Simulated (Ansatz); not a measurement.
Run this with Ansatz 0.2.0, Python API and show what comes out.

Script `hull.py`:
```python
"""Stability of Hf-Be compounds against each other, after relaxing atoms and volume at fixed cell shape."""

from collections import Counter

import ansatz
import numpy as np
from scipy.spatial import ConvexHull


def compute(name, crystal):
    calc = (
        crystal.calculation()
        .functional("pbesol")
        .basis(460)
        .kpoints(spacing=0.3)
        .occupations("gaussian", width=0.1)
    )
    calc = calc.relax(force_tolerance=0.03, max_steps=40, fix_cell=["shape"])
    return calc.run(threads=1)


def counts(outcome):
    return Counter(site.symbol for site in outcome.lattice.sites)

def formation_energy(outcome, mu):
    n = counts(outcome)
    return (outcome.report["energy_sigma0_ev"] - sum(k * mu[element] for element, k in n.items())) / sum(n.values())


def main() -> None:
    phases = {}
    hfbe2_p6_mmm = (
        ansatz.Lattice.from_parameters(3.779501, 3.779501, 3.169958, alpha=90.0, beta=90.0, gamma=120.0)
        .atom("Hf", [0.0, 0.0, 0.0])
        .atom("Be", [1 / 3, 2 / 3, 0.5])
        .atom("Be", [2 / 3, 1 / 3, 0.5])
    )
    phases["HfBe2 P6/mmm"] = hfbe2_p6_mmm
    hfbe5_p6_mmm = (
        ansatz.Lattice.of([4.5194, 0.0, 0.0], [-2.2597, 3.91392, 0.0], [0.0, 0.0, 3.43969])
        .atom("Hf", [0.0, 0.0, 0.0])
        .atom("Be", [1 / 3, 2 / 3, 0.0])
        .atom("Be", [2 / 3, 1 / 3, 0.0])
        .atom("Be", [0.5, 0.0, 0.5])
        .atom("Be", [0.5, 0.5, 0.5])
        .atom("Be", [0.0, 0.5, 0.5])
    )
    phases["HfBe5 P6/mmm"] = hfbe5_p6_mmm
    hf = (
        ansatz.Lattice.from_parameters(3.1967, 3.1967, 5.0578, alpha=90, beta=90, gamma=120)
        .space_group(194)
        .atom("Hf", [1 / 3, 2 / 3, 0.25])
    )
    phases["Hf"] = hf
    be = (
        ansatz.Lattice.from_parameters(2.2853, 2.2853, 3.5842, alpha=90, beta=90, gamma=120)
        .space_group(194)
        .atom("Be", [1 / 3, 2 / 3, 0.25])
    )
    phases["Be"] = be

    done = {}
    for name, crystal in phases.items():
        done[name] = compute(name, crystal)
        print(f"{name}: {done[name].report['energy_sigma0_ev']:.4f} eV, {len(done[name].lattice.sites)} atoms")

    # energy of one atom in its reference phase
    references = {"Hf": "Hf", "Be": "Be"}
    mu = {element: done[name].report["energy_sigma0_ev"] / len(done[name].lattice.sites) for element, name in references.items()}
    points = sorted((counts(o)["Be"] / len(o.lattice.sites), formation_energy(o, mu), name) for name, o in done.items())

    xy = np.array([(x, e) for x, e, _ in points] + [(0.5, 10.0)])
    hull = sorted(tuple(xy[i]) for i in ConvexHull(xy).vertices if xy[i, 1] < 5)
    rows = [(name, x, e, e - np.interp(x, *zip(*hull))) for x, e, name in points]
    print("     phase       x(Be)  E_form (eV/atom)  above hull (eV/atom)")
    for row in rows:
        print(f"{str(row[0]):>10}  {row[1]:10.3f}  {row[2]:16.4f}  {row[3]:20.4f}")
    print("on the hull of these phases:", ", ".join(row[0] for row in rows if row[3] < 1e-6))


if __name__ == "__main__":
    main()
```

Output of `python hull.py`:
```text
HfBe2 P6/mmm: -15779.2153 eV, 3 atoms
HfBe5 P6/mmm: -16051.1787 eV, 6 atoms
Hf: -31196.0561 eV, 2 atoms
Be: -180.6828 eV, 2 atoms
     phase       x(Be)  E_form (eV/atom)  above hull (eV/atom)
        Hf       0.000            0.0000                0.0000
HfBe2 P6/mmm       0.667           -0.1681                0.0243
HfBe5 P6/mmm       0.833           -0.2406                0.0000
        Be       1.000            0.0000                0.0000
on the hull of these phases: Hf, HfBe5 P6/mmm, Be
```

Absolute energies stand on the zero of these potentials, so only differences at equal settings mean something. Atoms and volume are relaxed with the cell's shape held, which in cells of lower than cubic symmetry can hide stresses and shift volumes. Spin-orbit coupling, which matters for elements this heavy, is left out. The cells come from databases of deposited and of computed structures, and not all need be stable phases. Differences under about 40 meV an atom lie within the error of mesh and functional, so such verdicts may flip; only the cells listed enter the hull. It ran for 22 s on 1 thread of Arm Neoverse V2, on a shared host, peak memory 0.47 GiB.

(Lines on the test bed's own set-up are left out of the output.)
